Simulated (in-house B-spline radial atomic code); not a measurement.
# Ar⁷⁺: ionisation energy by several methods

The task here is to estimate one member of a computed series from the others.

The numbers are computed with in-house B-spline radial atomic code version 1 (Dirac-Coulomb, several functionals; spherical all-electron atom at the radial basis limit), except any that are marked as measured or tabulated.

## Starting point

```
element       : argon (Z = 18)
charge        : +7
electrons     : 11
configuration : [Ne] 3s1
nucleus       : Fermi, rms radius 3.427 fm
```

The outer shells:

[Ne] 3s1
```
[Ne] core
3s [↑ ]
```

The boxes only draw the filling; these runs are spin-restricted and spherical.

Set-up of the first run:

The run's settings:

```ini
Z = 18
electrons = 11.0
configuration = [Ne] 3s1
hamiltonian = dirac
method = pw91,pw91
spin_polarised = False
nucleus = fermi
rms_radius = 3.4274
mass_number = 40
atomic_mass = 39.96238312204
speed_of_light = 137.035999084
```

Steps of the session up to this table: PW91; PBE; RPBE; BP86; exchange-only LDA; AM05.

One of the session's tables, all rows but one given; the rest of the session is left out.

```
           method  ΔSCF (eV)  with Breit, QED, recoil (eV)
exchange-only LDA     141.78                        141.74
             PW91     143.70                        143.66
              PBE     143.60                        143.56
             RPBE     143.58                        143.54
             BP86     142.94                        142.90
             AM05          ?                             ?
```

Estimate the missing values for AM05.

**Answer.** ΔSCF (eV): 142.68; with Breit, QED, recoil (eV): 142.64. In the column «ΔSCF (eV)» it lies between exchange-only LDA (141.78) and BP86 (142.94).
